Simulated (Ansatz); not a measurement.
# CH5BO2Si: one species, many methods

An exercise on one series of results from a longer session: the logs are not shown, and one member is left open.

Method: functionals in def2-TZVPP, the program's frozen cores in correlated methods; program: Ansatz 0.2.0, Gaussian basis.

Plan: PBE-D4, r2SCAN-D4, PBE0-D4, B3LYP-D4, ωB97X-V, ωB97M-V, B2PLYP; CCSD(T)/def2-TZVPP; MP2/def2-QZVPP; extrapolation to the limit.

**Structure used throughout**

An earlier PBE0-D4 in a triple-zeta def2 set relaxation fixed the geometry.

SMILES `B[SiH](O)C=O`, 10 atoms, charge 0, spin multiplicity 1.

Atoms are counted from 1 here; the program's logs count them from 0.

Bond lengths: B1–Si2 1.998 Å, B1–H6 1.194 Å, B1–H7 1.197 Å, Si2–O3 1.642 Å, Si2–C4 1.932 Å, Si2–H8 1.497 Å, O3–H9 0.964 Å, C4–O5 1.208 Å, C4–H10 1.114 Å. Angles: Si2–B1–H6 123.3°, Si2–B1–H7 118.6°, H6–B1–H7 118.0°, B1–Si2–O3 116.2°, B1–Si2–C4 111.5°, B1–Si2–H8 107.7°, O3–Si2–C4 103.7°, O3–Si2–H8 112.3°, C4–Si2–H8 104.9°, Si2–O3–H9 112.7°, Si2–C4–O5 117.9°, Si2–C4–H10 122.6°, O5–C4–H10 119.5°.

The first run:

in.yaml

```yaml
crystal:
  periodic: [false, false, false]
  atoms:
    - {symbol: B, position_ang: [-1.864473, 0.051754, 0.063047]}
    - {symbol: Si, position_ang: [0.042270, -0.518722, 0.243582]}
    - {symbol: O, position_ang: [0.724911, -0.305597, 1.721816]}
    - {symbol: C, position_ang: [1.195933, 0.481000, -0.940282]}
    - {symbol: O, position_ang: [2.146584, 1.048902, -0.457213]}
    - {symbol: H, position_ang: [-2.531982, 0.410523, 0.985228]}
    - {symbol: H, position_ang: [-2.369231, 0.029561, -1.022140]}
    - {symbol: H, position_ang: [0.141257, -1.935382, -0.228524]}
    - {symbol: H, position_ang: [1.571996, 0.152507, 1.677029]}
    - {symbol: H, position_ang: [1.025835, 0.534153, -2.039642]}
basis:
  gaussian: {orbitals: def2-TZVPP}
hamiltonian: {xc: pbe, dispersion: d4}
output: {forces: true, orbitals: {seedname: orbitals}}
```

Command:

```bash
$ ansatz run in.yaml --threads 4 --pin off --events-out ev --progress --plain --max-ram 10444MiB
```

Among the steps run: PBE-D4 (GGA); r2SCAN-D4 (meta-GGA); PBE0-D4 (hybrid); B3LYP-D4 (hybrid); ωB97X-V (range-separated); ωB97M-V (range-separated); B2PLYP (double hybrid); CCSD(T) in def2-TZVPP; MP2 in def2-QZVPP.

One table of the session follows, with a row left open; its other results are not shown here.

It belongs to the step «Atomisation energies». 

```
            method  atomisation energy (kJ/mol)
            PBE-D4                       3783.0
         r2SCAN-D4                       3720.1
           PBE0-D4                       3689.6
          B3LYP-D4                       3702.6
           ωB97X-V                       3714.3
           ωB97M-V                       3712.3
            B2PLYP                       3664.7
     HF/def2-TZVPP                            ?
    MP2/def2-TZVPP                       3675.7
   CCSD/def2-TZVPP                       3532.2
CCSD(T)/def2-TZVPP                       3593.0
           MP2/CBS                       3780.4
       CCSD(T)/CBS                       3697.7
```

Q: Estimate the row for HF/def2-TZVPP from the others.

**Answer.** atomisation energy (kJ/mol): 2653.7. In the column «atomisation energy (kJ/mol)» it is the lowest.
